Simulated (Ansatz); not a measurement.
# FGeH₃SSi: basis-set convergence

An exercise on one series of results from a longer session: the logs are not shown, and one member is left open.

Program: Ansatz 0.2.0, Gaussian basis. Level of theory: one geometry, several basis sets. These are calculated values, not measurements.

The runs, in order: PBE0-D4/def2-SVP; ωB97M-V/def2-SVP; PBE0-D4/def2-QZVPP; ωB97M-V/def2-QZVPP; the functionals' def2-TZVPP values are taken from earlier runs.

### The geometry

All runs share one geometry, relaxed beforehand with PBE0-D4 in a triple-zeta def2 set.

SMILES `F[SiH]1[S][GeH2]1`, 7 atoms, charge 0, spin multiplicity 1.

Atoms are counted from 1 here; the program's logs count them from 0.

Bond lengths: F1–Si2 1.594 Å, Si2–S3 2.093 Å, Si2–Ge4 2.290 Å, Si2–H5 1.476 Å, S3–Ge4 2.310 Å, Ge4–H6 1.531 Å, Ge4–H7 1.532 Å. Angles: F1–Si2–S3 117.6°, F1–Si2–Ge4 120.3°, F1–Si2–H5 106.6°, S3–Si2–Ge4 63.4°, S3–Si2–H5 118.6°, Ge4–Si2–H5 125.0°, Si2–S3–Ge4 62.5°, Si2–Ge4–S3 54.1°, Si2–Ge4–H6 122.4°, Si2–Ge4–H7 124.7°, S3–Ge4–H6 110.3°, S3–Ge4–H7 110.9°, H6–Ge4–H7 112.7°.

Set-up of the first run:

in.yaml

```yaml
crystal:
  periodic: [false, false, false]
  atoms:
    - {symbol: F, position_ang: [-0.454340, -1.649691, 1.656347]}
    - {symbol: Si, position_ang: [0.242124, -1.056271, 0.351436]}
    - {symbol: S, position_ang: [-0.979817, -0.639132, -1.296453]}
    - {symbol: Ge, position_ang: [-0.021064, 1.151859, -0.196680]}
    - {symbol: H, position_ang: [1.473917, -1.840495, 0.137370]}
    - {symbol: H, position_ang: [-1.105093, 2.030187, 0.434305]}
    - {symbol: H, position_ang: [0.905573, 1.935442, -1.131925]}
basis:
  gaussian: {orbitals: def2-SVP}
hamiltonian: {xc: pbe0, dispersion: d4}
output: {orbitals: {seedname: orbitals}}
```

On the command line:

```
ansatz run in.yaml --threads 2 --pin off --events-out ev --progress --plain --max-ram 4352MiB
```

Steps of the session up to this table: PBE0-D4 in def2-SVP; ωB97M-V in def2-SVP; PBE0-D4 in def2-QZVPP; ωB97M-V in def2-QZVPP.

One of the session's tables, all rows but one given; the rest of the session is left out.

| functional | basis | HOMO (eV) |
| --- | --- | --- |
| PBE0-D4 | def2-SVP | -7.37 |
| PBE0-D4 | def2-TZVPP | -7.38 |
| PBE0-D4 | def2-QZVPP | -7.40 |
| ωB97M-V | def2-SVP | -9.28 |
| ωB97M-V | def2-TZVPP | -9.33 |
| ωB97M-V | def2-QZVPP | ? |

Estimate the missing values for ωB97M-V, def2-QZVPP.

The run gave: HOMO (eV): -9.35. In the column «HOMO (eV)» it is the lowest.
